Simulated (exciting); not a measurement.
A run of exciting (release sodium) is set up as follows.

Contents of input.xml:

```xml
<input>
  <title>BiS</title>
  <structure speciespath="./" tshift="false" cartesian="true">
    <crystal scale="8.4429348026">
      <basevect>0.494618549785 0.285568151779 0.820855237480</basevect>
      <basevect>-0.494618549785 0.285568151779 0.820855237480</basevect>
      <basevect>0.000000000000 -0.571136305931 0.820855237480</basevect>
    </crystal>
    <species speciesfile="Bi.xml" rmt="2.3">
      <atom coord="0.000000000000 0.000000000000 0.000000000000"/>
    </species>
    <species speciesfile="S.xml" rmt="1.9">
      <atom coord="0.000000000000 -0.000000010016 10.395640878625"/>
    </species>
  </structure>
  <groundstate do="fromscratch" ngridk="8 8 8" rgkmax="6.5" gmaxvr="14" lmaxapw="10" lmaxmat="10" lmaxvr="8" stype="Fermi Dirac" swidth="0.00183747" nempty="10" ValenceRelativity="iora*" epsengy="1e-05" epspot="1e-05" maxscl="60" outputlevel="low">
    <libxc exchange="XC_LDA_X" correlation="XC_LDA_C_VWN"/>
  </groundstate>
  <properties>
    <chargedensityplot>
      <plot3d>
        <box grid="23 23 23">
          <origin coord="0 0 0"/>
          <point coord="1 0 0"/>
          <point coord="0 1 0"/>
          <point coord="0 0 1"/>
        </box>
      </plot3d>
    </chargedensityplot>
    <elfplot>
      <plot3d>
        <box grid="23 23 23">
          <origin coord="0 0 0"/>
          <point coord="1 0 0"/>
          <point coord="0 1 0"/>
          <point coord="0 0 1"/>
        </box>
      </plot3d>
    </elfplot>
    <exccplot>
      <plot3d>
        <box grid="23 23 23">
          <origin coord="0 0 0"/>
          <point coord="1 0 0"/>
          <point coord="0 1 0"/>
          <point coord="0 0 1"/>
        </box>
      </plot3d>
    </exccplot>
  </properties>
</input>
```

Potentials or basis: all-electron LAPW+lo, shipped species files, valence relativity iora*.

Launch:

```sh
$ OMP_NUM_THREADS=1 exciting_smp
```

(1) Predict the band gap on the k mesh.

Answers

(1) none (metal or under the smearing width).

Caveat: spin-orbit coupling is left out, which moves the levels of the heavy elements.
